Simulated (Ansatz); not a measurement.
# CH7GaSi (SMILES [CH3][GaH][SiH3]) at r2SCAN/6-31G(d) (spherical functions)

What is the energy change on altering one bond length of CH7GaSi at r2SCAN/6-31G* (spherical functions)? 

The results are computed with Ansatz 0.2.0.

71 further runs of the same task are left out: 71 set aside as unsound or not needed.

### Step 1. The system as given

CH7GaSi has 10 atoms, charge 0, and is taken as a singlet. SMILES: `[CH3][GaH][SiH3]`. The coordinates come from a PBE0-D4/def2-TZVP relaxation.

Bond lengths: C1–Ga2 1.971 Å, Ga2–Si3 2.419 Å, C1–H4 1.090 Å, C1–H5 1.094 Å, C1–H6 1.093 Å, Ga2–H7 1.578 Å, Si3–H8 1.492 Å, Si3–H9 1.489 Å, Si3–H10 1.492 Å. Some angles: C1–Ga2–Si3 120.8°, C1–Ga2–H7 118.1°, Si3–Ga2–H7 121.0°, Ga2–C1–H4 113.1°, Ga2–C1–H5 109.2°, Ga2–C1–H6 110.1°, Ga2–Si3–H8 110.2°, Ga2–Si3–H9 114.2°, Ga2–Si3–H10 110.2°, H4–C1–H5 108.5°.

### Step 2. The energy at r2SCAN/6-31G(d) (spherical functions)

job.yaml reads:

```yaml
crystal:
  periodic: [false, false, false]
  atoms:
    - {symbol: C, position_ang: [-1.123300, 1.394100, -0.619200]}
    - {symbol: Ga, position_ang: [0.561500, 0.659300, 0.093300]}
    - {symbol: Si, position_ang: [0.786700, -1.705300, 0.550700]}
    - {symbol: H, position_ang: [-1.924300, 0.656600, -0.670400]}
    - {symbol: H, position_ang: [-0.947000, 1.785400, -1.626000]}
    - {symbol: H, position_ang: [-1.454200, 2.236500, -0.005700]}
    - {symbol: H, position_ang: [1.759600, 1.654600, 0.346000]}
    - {symbol: H, position_ang: [0.531000, -2.496200, -0.688800]}
    - {symbol: H, position_ang: [2.125000, -2.100900, 1.069700]}
    - {symbol: H, position_ang: [-0.231700, -2.135100, 1.553300]}
basis:
  gaussian: {orbitals: 6-31G_st_-spherical.json}
hamiltonian: {xc: {name: r2SCAN}}
accuracy: high
output: {orbitals: {seedname: orbitals}}
```

The basis set 6-31G* is read from a file made from the Basis Set Exchange's data (not shown).

Command:

```console
$ ansatz run job.yaml --threads 1 --pin off --max-ram 3480MiB --events-out events.jsonl --progress --plain --runs-dir runs
```

The log of the run:

```text
Warning: RAYON_NUM_THREADS=1 ignored (pool sized by the plan → 1); use --threads N
Functional definition: r2SCAN
  name "r2SCAN"
  parameter k0 = 0.174
  parameter k1 = 0.065
  parameter a1 = 4.9479
  exchange = r2scan_x(k0 = k0, k1 = k1, a1 = a1)
  correlation = r2scan_c
1761 factors; integrals over basis functions are off by at most 7.4e-9 eV
mean field evaluation 1: about -61390.4095 eV, gradient 5.1e1 eV
mean field evaluation 2: about -61383.5497 eV, gradient 7.1e1 eV
mean field evaluation 4: about -61396.2529 eV, gradient 1.9e0 eV
mean field evaluation 8: about -61396.2489 eV, gradient 1.9e-1 eV
mean field evaluation 16: about -61396.2490 eV, gradient 6.7e-6 eV
mean field -61396.24899938 eV, -2256.2705348549 hartree, gradient 7.2e-8 eV, S^2 0.000000; 0 other end points of the search recorded, 0 dependent functions left out
reference -61396.24900058 eV, -2256.2705348990 hartree; 29, 29 occupied and 49, 49 virtual orbitals, 1761 factors
Total energy: -61396.24900058 eV, -2256.2705348990 hartree
```

Run time: 15 s. Hardware: 1 thread of Arm Neoverse V1, shared host; peak memory 0.27 GiB.

### Step 3. The distorted shape, same level

input.yaml reads:

```yaml
crystal:
  periodic: [false, false, false]
  atoms:
    - {symbol: C, position_ang: [-1.024034, 1.141391, -0.803242]}
    - {symbol: Ga, position_ang: [0.660766, 0.406591, -0.090742]}
    - {symbol: Si, position_ang: [0.885966, -1.958009, 0.366658]}
    - {symbol: H, position_ang: [-1.825034, 0.403891, -0.854442]}
    - {symbol: H, position_ang: [-0.847734, 1.532691, -1.810042]}
    - {symbol: H, position_ang: [-1.454200, 2.236500, -0.005700]}
    - {symbol: H, position_ang: [1.858866, 1.401891, 0.161958]}
    - {symbol: H, position_ang: [0.630266, -2.748909, -0.872842]}
    - {symbol: H, position_ang: [2.224266, -2.353609, 0.885658]}
    - {symbol: H, position_ang: [-0.132434, -2.387809, 1.369258]}
basis:
  gaussian: {orbitals: 6-31G_st_-spherical.json}
hamiltonian: {xc: {name: r2SCAN}}
accuracy: high
output: {orbitals: {seedname: orbitals}}
```

The basis set 6-31G* is read from a file made from the Basis Set Exchange's data (not shown).

Command:

```console
$ ansatz run input.yaml --threads 1 --pin off --max-ram 3480MiB --events-out events.jsonl --progress --plain --runs-dir runs
```

The log of the run:

```text
Warning: RAYON_NUM_THREADS=1 ignored (pool sized by the plan → 1); use --threads N
Functional definition: r2SCAN
  name "r2SCAN"
  parameter k0 = 0.174
  parameter k1 = 0.065
  parameter a1 = 4.9479
  exchange = r2scan_x(k0 = k0, k1 = k1, a1 = a1)
  correlation = r2scan_c
1764 factors; integrals over basis functions are off by at most 8.5e-9 eV
mean field evaluation 1: about -61389.7567 eV, gradient 4.9e1 eV
mean field evaluation 2: about -61381.9272 eV, gradient 7.0e1 eV
mean field evaluation 4: about -61395.2723 eV, gradient 2.0e0 eV
mean field evaluation 8: about -61395.2722 eV, gradient 2.9e-2 eV
mean field evaluation 16: about -61395.2723 eV, gradient 3.2e-6 eV
mean field -61395.27225137 eV, -2256.2346400275 hartree, gradient 2.7e-8 eV, S^2 0.000000; 0 other end points of the search recorded, 0 dependent functions left out
reference -61395.27225258 eV, -2256.2346400721 hartree; 29, 29 occupied and 49, 49 virtual orbitals, 1764 factors
Total energy: -61395.27225258 eV, -2256.2346400721 hartree
```

Wall time 15 s (1 thread of Arm Neoverse V1, shared host); peak memory 0.27 GiB.

### Step 4. Results

Level: r2SCAN/6-31G* (spherical functions).

```
                                                         quantity           value
                                        first shape: total energy  -2256.27053 Eh
                                         first shape: HOMO energy        -6.43 eV
                                         first shape: LUMO energy        -2.22 eV
                                       first shape: HOMO–LUMO gap         4.21 eV
                                    distorted shape: total energy  -2256.23464 Eh
                                     distorted shape: HOMO energy        -6.45 eV
                                     distorted shape: LUMO energy        -2.27 eV
                                   distorted shape: HOMO–LUMO gap         4.18 eV
energy change with the C1–H6 bond stretched from 1.093 to 1.421 Å        0.977 eV
```

With the C1–H6 bond stretched from 1.093 to 1.421 Å the energy rises by 0.98 eV (22.5 kcal/mol). The first shape isn't relaxed at this level, so the change isn't measured from a minimum.
